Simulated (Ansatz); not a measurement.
# In27As26C: the cost of one run

Computed with Ansatz 0.2.0 (DFT, PBE, plane-wave PAW, default files, scalar-relativistic, as far as a step names no other, unless a step's input says otherwise).

The COD entry's cell or inner coordinates are ideal or old and differ from later refinements, so a difference from it is no clean test against experiment.

### 1 Starting point

Symmetry: F-43m, No. 216, cubic system. The conventional cell has a = 18.108 Å, b = 18.108 Å, c = 18.108 Å, α = 90.00°, β = 90.00°, γ = 90.00°. In (site symmetry 3m) is surrounded by 1 C at 2.61 Å and 3 As at 2.61 Å. In (site symmetry 2mm) has 4 As at 2.61 Å as nearest neighbours. Around In (site symmetry m) lie 4 As at 2.61 Å. In (site symmetry -43m) is surrounded by 4 As at 2.61 Å. In (site symmetry 3m) has 4 As at 2.61 Å as nearest neighbours. C (site symmetry -43m) is surrounded by 4 In at 2.61 Å. Around As (site symmetry m) lie 4 In at 2.61 Å. As (site symmetry 3m) is surrounded by 4 In at 2.61 Å. Only part of the 10 independent sites is listed.

Coordinates:

```xyz
54
Lattice="0.0000 9.0540 9.0540 9.0540 0.0000 9.0540 9.0540 9.0540 0.0000" Properties=species:S:1:pos:R:3 pbc="T T T"
In    0.0000    0.0000    0.0000
In    3.0180    3.0180    0.0000
In    6.0360    6.0360    0.0000
In    3.0180    0.0000    3.0180
In    6.0360    3.0180    3.0180
In    9.0540    6.0360    3.0180
In    6.0360    0.0000    6.0360
In    9.0540    3.0180    6.0360
In   12.0720    6.0360    6.0360
In    0.0000    3.0180    3.0180
In    3.0180    6.0360    3.0180
In    6.0360    9.0540    3.0180
In    3.0180    3.0180    6.0360
In    6.0360    6.0360    6.0360
In    9.0540    9.0540    6.0360
In    6.0360    3.0180    9.0540
In    9.0540    6.0360    9.0540
In   12.0720    9.0540    9.0540
In    0.0000    6.0360    6.0360
In    3.0180    9.0540    6.0360
In    6.0360   12.0720    6.0360
In    3.0180    6.0360    9.0540
In    6.0360    9.0540    9.0540
In    9.0540   12.0720    9.0540
In    6.0360    6.0360   12.0720
In    9.0540    9.0540   12.0720
In   12.0720   12.0720   12.0720
C     1.5090    1.5090    1.5090
As    4.5270    4.5270    1.5090
As    7.5450    7.5450    1.5090
As    4.5270    1.5090    4.5270
As    7.5450    4.5270    4.5270
As   10.5630    7.5450    4.5270
As    7.5450    1.5090    7.5450
As   10.5630    4.5270    7.5450
As   13.5810    7.5450    7.5450
As    1.5090    4.5270    4.5270
As    4.5270    7.5450    4.5270
As    7.5450   10.5630    4.5270
As    4.5270    4.5270    7.5450
As    7.5450    7.5450    7.5450
As   10.5630   10.5630    7.5450
As    7.5450    4.5270   10.5630
As   10.5630    7.5450   10.5630
As   13.5810   10.5630   10.5630
As    1.5090    7.5450    7.5450
As    4.5270   10.5630    7.5450
As    7.5450   13.5810    7.5450
As    4.5270    7.5450   10.5630
As    7.5450   10.5630   10.5630
As   10.5630   13.5810   10.5630
As    7.5450    7.5450   13.5810
As   10.5630   10.5630   13.5810
As   13.5810   13.5810   13.5810
```

Atom 28 of the input is the impurity.

### 2 Single point at the given positions

The input, input.yaml:

```yaml
crystal:
  lattice:
    - [0.0, 9.054, 9.054]
    - [9.054, 0.0, 9.054]
    - [9.054, 9.054, 0.0]
  atoms:
    - { symbol: In, position: [0.0, 0.0, 0.0] }
    - { symbol: In, position: [0.0, 0.0, 0.3333333333] }
    - { symbol: In, position: [0.0, 0.0, 0.6666666667] }
    - { symbol: In, position: [0.0, 0.3333333333, 0.0] }
    - { symbol: In, position: [0.0, 0.3333333333, 0.3333333333] }
    - { symbol: In, position: [0.0, 0.3333333333, 0.6666666667] }
    - { symbol: In, position: [0.0, 0.6666666667, 0.0] }
    - { symbol: In, position: [0.0, 0.6666666667, 0.3333333333] }
    - { symbol: In, position: [0.0, 0.6666666667, 0.6666666667] }
    - { symbol: In, position: [0.3333333333, 0.0, 0.0] }
    - { symbol: In, position: [0.3333333333, 0.0, 0.3333333333] }
    - { symbol: In, position: [0.3333333333, 0.0, 0.6666666667] }
    - { symbol: In, position: [0.3333333333, 0.3333333333, 0.0] }
    - { symbol: In, position: [0.3333333333, 0.3333333333, 0.3333333333] }
    - { symbol: In, position: [0.3333333333, 0.3333333333, 0.6666666667] }
    - { symbol: In, position: [0.3333333333, 0.6666666667, 0.0] }
    - { symbol: In, position: [0.3333333333, 0.6666666667, 0.3333333333] }
    - { symbol: In, position: [0.3333333333, 0.6666666667, 0.6666666667] }
    - { symbol: In, position: [0.6666666667, 0.0, 0.0] }
    - { symbol: In, position: [0.6666666667, 0.0, 0.3333333333] }
    - { symbol: In, position: [0.6666666667, 0.0, 0.6666666667] }
    - { symbol: In, position: [0.6666666667, 0.3333333333, 0.0] }
    - { symbol: In, position: [0.6666666667, 0.3333333333, 0.3333333333] }
    - { symbol: In, position: [0.6666666667, 0.3333333333, 0.6666666667] }
    - { symbol: In, position: [0.6666666667, 0.6666666667, 0.0] }
    - { symbol: In, position: [0.6666666667, 0.6666666667, 0.3333333333] }
    - { symbol: In, position: [0.6666666667, 0.6666666667, 0.6666666667] }
    - { symbol: C, position: [0.0833333333, 0.0833333333, 0.0833333333] }
    - { symbol: As, position: [0.0833333333, 0.0833333333, 0.4166666667] }
    - { symbol: As, position: [0.0833333333, 0.0833333333, 0.75] }
    - { symbol: As, position: [0.0833333333, 0.4166666667, 0.0833333333] }
    - { symbol: As, position: [0.0833333333, 0.4166666667, 0.4166666667] }
    - { symbol: As, position: [0.0833333333, 0.4166666667, 0.75] }
    - { symbol: As, position: [0.0833333333, 0.75, 0.0833333333] }
    - { symbol: As, position: [0.0833333333, 0.75, 0.4166666667] }
    - { symbol: As, position: [0.0833333333, 0.75, 0.75] }
    - { symbol: As, position: [0.4166666667, 0.0833333333, 0.0833333333] }
    - { symbol: As, position: [0.4166666667, 0.0833333333, 0.4166666667] }
    - { symbol: As, position: [0.4166666667, 0.0833333333, 0.75] }
    - { symbol: As, position: [0.4166666667, 0.4166666667, 0.0833333333] }
    - { symbol: As, position: [0.4166666667, 0.4166666667, 0.4166666667] }
    - { symbol: As, position: [0.4166666667, 0.4166666667, 0.75] }
    - { symbol: As, position: [0.4166666667, 0.75, 0.0833333333] }
    - { symbol: As, position: [0.4166666667, 0.75, 0.4166666667] }
    - { symbol: As, position: [0.4166666667, 0.75, 0.75] }
    - { symbol: As, position: [0.75, 0.0833333333, 0.0833333333] }
    - { symbol: As, position: [0.75, 0.0833333333, 0.4166666667] }
    - { symbol: As, position: [0.75, 0.0833333333, 0.75] }
    - { symbol: As, position: [0.75, 0.4166666667, 0.0833333333] }
    - { symbol: As, position: [0.75, 0.4166666667, 0.4166666667] }
    - { symbol: As, position: [0.75, 0.4166666667, 0.75] }
    - { symbol: As, position: [0.75, 0.75, 0.0833333333] }
    - { symbol: As, position: [0.75, 0.75, 0.4166666667] }
    - { symbol: As, position: [0.75, 0.75, 0.75] }
total_charge: -1
kpoints:
  mp_grid: { grid: [2, 2, 2] }
scf:
  occupations: { method: fermi_dirac, width: 0.01 }
hamiltonian:
  xc: pbe
  pseudopotentials: { kind: paw }
output:
  forces: true
  stress: true
  populations: true
  efg:
    quadrupole_moments_barn: { In: 0.772, As: 0.311 }
    contact_densities: true
  write_density: true
  write_potential: true
  elf: true
  volumetric_format: npy
```

The run is started by

```sh
ansatz run input.yaml --threads 4 --pin off --max-ram 8192MiB --backend cpu --events-out ev --progress --plain --runs-dir out
```

**Question.** How long does this run take on 4 threads of Intel Xeon Platinum 8375C at 2.90GHz (Ice Lake), shared host, and how much memory does it need?

About 60 s, with a peak of 6.3 GiB.
